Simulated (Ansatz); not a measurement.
# ZnS: the cost of one run

Method: DFT LDA, frozen-core PAW, scalar-relativistic unless said, in Ansatz 0.2.0.

The COD entry's cell or inner coordinates are ideal or old and differ from later refinements, so a difference from it is no clean test against experiment.

1 further run of the same task is left out (set aside as unsound or not needed).

## 1. Starting point

The structure is cubic, space group F-43m (No. 216). Conventional cell: a = 5.404 Å, b = 5.404 Å, c = 5.404 Å, α = 90.00°, β = 90.00°, γ = 90.00°. Zn (site symmetry -43m) is surrounded by 4 S at 2.34 Å. Around S (site symmetry -43m) lie 4 Zn at 2.34 Å.

Coordinates:

```cif
data_structure
_symmetry_space_group_name_H-M 'P 1'
_symmetry_Int_Tables_number 1
_cell_length_a 3.8212
_cell_length_b 3.8212
_cell_length_c 3.8212
_cell_angle_alpha 60.000
_cell_angle_beta 60.000
_cell_angle_gamma 60.000
_cell_volume 39.45
loop_
_atom_site_label
_atom_site_type_symbol
_atom_site_fract_x
_atom_site_fract_y
_atom_site_fract_z
_atom_site_occupancy
Zn1 Zn 0.75000 0.75000 0.75000 1
S1 S 0.00000 0.00000 0.00000 1
```

Cartesian axes are those of the input's lattice vectors. The structure goes back to a database entry.

## 2. Cell and atoms relaxed, PAW

Contents of input.yaml:

```yaml
crystal:
  lattice:
    - [0.0, 2.702, 2.702]
    - [2.702, 0.0, 2.702]
    - [2.702, 2.702, 0.0]
  atoms:
    - { symbol: Zn, position: [0.75, 0.75, 0.75] }
    - { symbol: S, position: [0.0, 0.0, 0.0] }
kpoints:
  mp_grid: { grid: [16, 16, 16] }
scf:
  occupations: { method: fermi_dirac, width: 0.05 }
hamiltonian:
  xc: lda
  pseudopotentials: { kind: paw }
relax:
  f_tol: 0.002
  max_steps: 80
  cell: {}
output:
  forces: true
  stress: true
```

On the command line:

```
ansatz run input.yaml --threads 1 --pin off --max-ram 1228MiB --backend cpu --events-out ev --progress --plain --runs-dir out
```

Q: Estimate wall time and peak memory on 1 thread of Arm Neoverse N1, shared host.

About 55 s, with a peak of 0.38 GiB.
